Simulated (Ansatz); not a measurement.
# CRu: the cost of one run

The runs use Ansatz 0.2.0, Gaussian basis; def2-QZVPP, core rule «outside noble gas», up to 5 orbitals frozen.

Plan: UHF; ROHF; CCSD(T) on UHF.

2 further runs of the same task are left out: 2 set aside as unsound or not needed.

## (1) The system

The geometry is a PBE0/def2-TZVP stationary point (not a proven minimum). No spin-orbit coupling is included. Elements past krypton take def2 core potentials.

2 atoms, charge 0, spin multiplicity 3.

Atoms are counted from 1 here; the program's logs count them from 0.

Bond lengths: Ru1–C2 1.605 Å.

As a file:

```csv
atom,x (Å),y (Å),z (Å)
Ru1,0.0000,0.0000,0.0000
C2,0.0000,0.0000,1.6054
```

## (2) UHF

The input, in.yaml:

```yaml
crystal:
  periodic: [false, false, false]
  atoms:
    - {symbol: Ru, position_ang: [0.000000, 0.000000, 0.000000]}
    - {symbol: C, position_ang: [0.000000, 0.000000, 1.605400]}
basis:
  gaussian: {orbitals: "def2-QZVPP.json"}
magnetization: {spin_polarized: true, initial_magnetization: 2}
hamiltonian: {xc: hf}
output: {orbitals: {seedname: orbitals}}
```

Started as:

```
> ansatz run in.yaml --threads 1 --pin off --events-out ev --progress --plain --max-ram 4096MiB --backend cpu
```

**Question.** How long does this run take on 1 thread of AMD EPYC 7R13, shared host, and how much memory does it need?

About 22 s, with a peak of 0.31 GiB.
